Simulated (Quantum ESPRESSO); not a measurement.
## GeCN2: zone-centre phonons and dielectric response under several settings

```
Ge N C
1.0
     1.79379    1.03565    4.92196
    -1.79379    1.03565    4.92196
     0.00000   -2.07129    4.92196
Ge N C
1 2 1
Cartesian
  0.0000 0.0000 0.0000
  0.0000 0.0000 8.6219
  0.0000 0.0000 6.1440
  0.0000 0.0000 7.3829
```

The cell comes from a database or a generator and needn't be the stable form of this composition.

All runs used Quantum ESPRESSO 7.5; potentials PseudoDojo 0.4.1 SR LDA standard; given cell; no spin polarisation; cutoff 1143 eV; occupations smeared at first, fixed for the response.

```tsv
level	k mesh (s: shifted)	pressure (GPa)	lowest optical mode without the field (cm⁻¹)	highest optical mode without the field (cm⁻¹)	highest mode with the field (cm⁻¹)	ε∞ (mean)	Born charge of atom 1 (e)	sum of the Born charges (e)
LDA	4 × 4 × 4s	?	?	?	?	?	?	?
LDA	6 × 6 × 6s	-6.2	116i	1850	2079	8.97	4.22	0.04
LDA	8 × 8 × 8s	-6.2	116i	1849	2075	9.27	4.22	0.01
```

Task: What stands in the row left open?

Result: Pressure -6.3 GPa; lowest optical mode without the field 115i cm⁻¹; highest optical mode without the field 1851 cm⁻¹; highest mode with the field 2089 cm⁻¹; ε∞ 8.05; Born charge of atom 1 4.21 e; sum of the Born charges 0.16 e.

Values marked i are imaginary: the cell is unstable against those modes at that level, or the meshes are too thin.

Caveats: the atoms weren't relaxed first, which shifts the frequencies; some modes are imaginary; the cell is more than 3 GPa from zero pressure, which shifts response properties.

For the row left open. Caveat: the atoms weren't relaxed first, which shifts the frequencies; the mesh is thin for the dielectric tensor, Born charges and intensities, which usually come out too large; some modes are imaginary; the cell is more than 3 GPa from zero pressure, which shifts response properties; the Born charges break their sum rule by 0.16 e, a sign of too thin a mesh.
